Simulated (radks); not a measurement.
# Taking charge from the 3s level of Tl⁺ in fractions

Aim: follow energy and eigenvalue as charge leaves the 3s level of Tl⁺ bit by bit, and test Janak's theorem, Slater's transition state and the straight-line condition.

Method: scalar-relativistic Kohn-Sham, r2SCAN, spin-unpolarised, spherical densities, finite nucleus. Code: radks (a radial shooting solver on a logarithmic mesh, Libxc functionals) version 1.

### 1 Starting point

- element: thallium (Z = 81)
- charge: +1
- electrons: 80
- configuration: [Hg]
- nuclear rms radius: 5.4759 fm

Outer shells as boxes (Hund's rule):

Tl⁺
```
[Xe] core
4f [↑↓][↑↓][↑↓][↑↓][↑↓][↑↓][↑↓]
5d [↑↓][↑↓][↑↓][↑↓][↑↓]
6s [↑↓]
```

### 2 Start: [Hg]

Input:

```text
Z 81
configuration [Hg]
relativity scalar-relativistic
functional r2scan,r2scan
spin unpolarised
nucleus finite rms 5.4759 fm
c 137.035999084
```

### 3 0.1 electron removed from 3s

Input: that of step 2 with these lines changed.

```diff
@@ -1,3 +1,3 @@
 Z 81
-configuration [Hg]
+configuration [Ne] 3s1.9 3p6 3d10 4s2 4p6 4d10 4f14 5s2 5p6 5d10 6s2
 relativity scalar-relativistic
```

### 4 0.2 electron removed from 3s

Input:

```text
Z 81
configuration [Ne] 3s1.8 3p6 3d10 4s2 4p6 4d10 4f14 5s2 5p6 5d10 6s2
relativity scalar-relativistic
functional r2scan,r2scan
spin unpolarised
nucleus finite rms 5.4759 fm
c 137.035999084
```

### 5 0.3 electron removed from 3s

Input:

```text
Z 81
configuration [Ne] 3s1.7 3p6 3d10 4s2 4p6 4d10 4f14 5s2 5p6 5d10 6s2
relativity scalar-relativistic
functional r2scan,r2scan
spin unpolarised
nucleus finite rms 5.4759 fm
c 137.035999084
```

### 6 0.4 electron removed from 3s

Input:

```text
Z 81
configuration [Ne] 3s1.6 3p6 3d10 4s2 4p6 4d10 4f14 5s2 5p6 5d10 6s2
relativity scalar-relativistic
functional r2scan,r2scan
spin unpolarised
nucleus finite rms 5.4759 fm
c 137.035999084
```

### 7 0.5 electron removed from 3s

Input:

```text
Z 81
configuration [Ne] 3s1.5 3p6 3d10 4s2 4p6 4d10 4f14 5s2 5p6 5d10 6s2
relativity scalar-relativistic
functional r2scan,r2scan
spin unpolarised
nucleus finite rms 5.4759 fm
c 137.035999084
```

### 8 0.6 electron removed from 3s

Input:

```text
Z 81
configuration [Ne] 3s1.4 3p6 3d10 4s2 4p6 4d10 4f14 5s2 5p6 5d10 6s2
relativity scalar-relativistic
functional r2scan,r2scan
spin unpolarised
nucleus finite rms 5.4759 fm
c 137.035999084
```

### 9 0.7 electron removed from 3s

Input:

```text
Z 81
configuration [Ne] 3s1.3 3p6 3d10 4s2 4p6 4d10 4f14 5s2 5p6 5d10 6s2
relativity scalar-relativistic
functional r2scan,r2scan
spin unpolarised
nucleus finite rms 5.4759 fm
c 137.035999084
```

### 10 0.8 electron removed from 3s

Input:

```text
Z 81
configuration [Ne] 3s1.2 3p6 3d10 4s2 4p6 4d10 4f14 5s2 5p6 5d10 6s2
relativity scalar-relativistic
functional r2scan,r2scan
spin unpolarised
nucleus finite rms 5.4759 fm
c 137.035999084
```

### 11 0.9 electron removed from 3s

Input:

```text
Z 81
configuration [Ne] 3s1.1 3p6 3d10 4s2 4p6 4d10 4f14 5s2 5p6 5d10 6s2
relativity scalar-relativistic
functional r2scan,r2scan
spin unpolarised
nucleus finite rms 5.4759 fm
c 137.035999084
```

### 12 1 electron removed from 3s

Input:

```text
Z 81
configuration [Ne] 3s1 3p6 3d10 4s2 4p6 4d10 4f14 5s2 5p6 5d10 6s2
relativity scalar-relativistic
functional r2scan,r2scan
spin unpolarised
nucleus finite rms 5.4759 fm
c 137.035999084
```

Q: Predict the outcome of this session. Wanted: for each run, removed; E − E(0); eigenvalue; E minus straight line.

As calculated:

| removed (e) | E − E(0) (eV) | eigenvalue (eV) | E minus straight line (eV) |
| --- | --- | --- | --- |
| 0 | 0.000 | -3667.7 | 0.000 |
| 0.1 | 366.53 | -3674.4 | -3.032 |
| 0.2 | 733.72 | -3681.0 | -5.396 |
| 0.3 | 1101.6 | -3687.7 | -7.090 |
| 0.4 | 1470.1 | -3694.5 | -8.112 |
| 0.5 | 1839.3 | -3701.2 | -8.459 |
| 0.6 | 2209.2 | -3708.0 | -8.130 |
| 0.7 | 2579.8 | -3714.8 | -7.121 |
| 0.8 | 2951.0 | -3721.6 | -5.432 |
| 0.9 | 3323.0 | -3728.4 | -3.059 |
| 1 | 3695.6 | -3735.3 | 0.000 |

What this shows: Removing the whole electron costs 3695.6 eV, against 3667.7 eV from minus the starting eigenvalue. Slater's transition state, half an electron removed, gives 3701.2 eV. The trapezoid integral of minus the eigenvalue gives 3701.3 eV over the range, against 3695.6 eV from the energies (Janak's theorem; approximate here, since the scalar-relativistic density holds large components alone). The eigenvalue moves by 67.5 eV per electron. E bends below the straight line by 8.46 eV at 0.5 electron removed.
